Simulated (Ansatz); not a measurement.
## MnS, space group Pm-3m: a test of the smearing width, step by step

Program: the Python package of Ansatz (0.2.0).

At the Python prompt:
```pycon
>>> import warnings
>>> import ansatz as az
>>> from pymatgen.core import Lattice, Structure
>>> from pymatgen.io.ase import AseAtomsAdaptor
>>> XC = "PBEsol"
>>> MESH = (7, 7, 7)
>>> warnings.simplefilter("ignore", az.DeckWarning)
>>> pmg_structure = Structure(
...     Lattice([(3.09904, 0.0, 0.0), (0.0, 3.09904, 0.0), (0.0, 0.0, 3.09904)]),
...     ["Mn", "S"],
...     [
...         (0.5, 0.5, 0.5),
...         (0.0, 0.0, 0.0),
...     ],
... )
>>> system = az.Crystal.from_ase(AseAtomsAdaptor.get_atoms(pmg_structure)).moments(Mn=5.2)
>>> calc = (
...     system.calculation()
...     .functional(XC)
...     .pseudopotentials("paw")
...     .kpoints(mesh=MESH, center="gamma")
...     .spin("collinear")
...     .stress()
... )
>>> rows = []
>>> for value in [0.3, 0.2, 0.1, 0.05]:
...     summary = calc.occupations("cold", width=value).run(threads=1).report
...     rows.append((value, summary["free_energy_ev"] / len(summary["lattice"]["sites"]), summary["n_iterations"], sum(summary["stress_gpa"][i][i] for i in range(3)) / 3, summary["magnetization_mub"], summary["n_kpoints"]))
...
>>> print("  width (eV)   F/atom (eV)    iterations       P (GPa)  moment (muB)      k-points")
  width (eV)   F/atom (eV)    iterations       P (GPa)  moment (muB)      k-points
>>> for row in rows:
...     print(f"{str(row[0]):>12s}  {row[1]:12.5f}  {row[2]:12d}  {row[3]:12.3f}  {row[4]:12.3f}  {row[5]:12d}")
...
         0.3   -2376.85987            15       -13.003         3.330            20
         0.2   -2376.85954            15       -13.435         3.296            20
         0.1   -2376.85961            16       -13.340         3.302            20
        0.05   -2376.85965            14       -13.869         3.259            20
>>> for row in rows[:-1]:
...     shift = 1000 * (row[1] - rows[-1][1])
...     print(f"{row[0]}: {shift:+.2f} meV/atom" + ("  (within 1 meV)" if abs(shift) < 1 else ""))
...
0.3: -0.22 meV/atom  (within 1 meV)
0.2: +0.11 meV/atom  (within 1 meV)
0.1: +0.05 meV/atom  (within 1 meV)
```

The magnetic order follows from the starting moments and needn't be the lowest. For a metal this k-point mesh is coarse: on a finer one energies can move by several to tens of meV an atom and pressures by half a GPa or more, differences at one mesh by less. The overall sign of a collinear moment is arbitrary, and semilocal functionals can give small moments to compounds that are paramagnetic. With one magnetic atom the cell can hold only ferromagnetic order. The narrowest width needs the finest mesh, so the last row is no converged reference. Pressure is positive in compression. Without a Hubbard U or exact exchange, semilocal functionals often make such 3d compounds metallic or too weakly gapped. At these settings the cell as given stands under about -13 GPa, so it isn't at this functional's equilibrium volume. The structure comes from a database of computed cells and needn't be a stable or known phase. Timing: 10 s on 1 thread of Arm Neoverse V2 (shared host), peak memory 0.42 GiB.
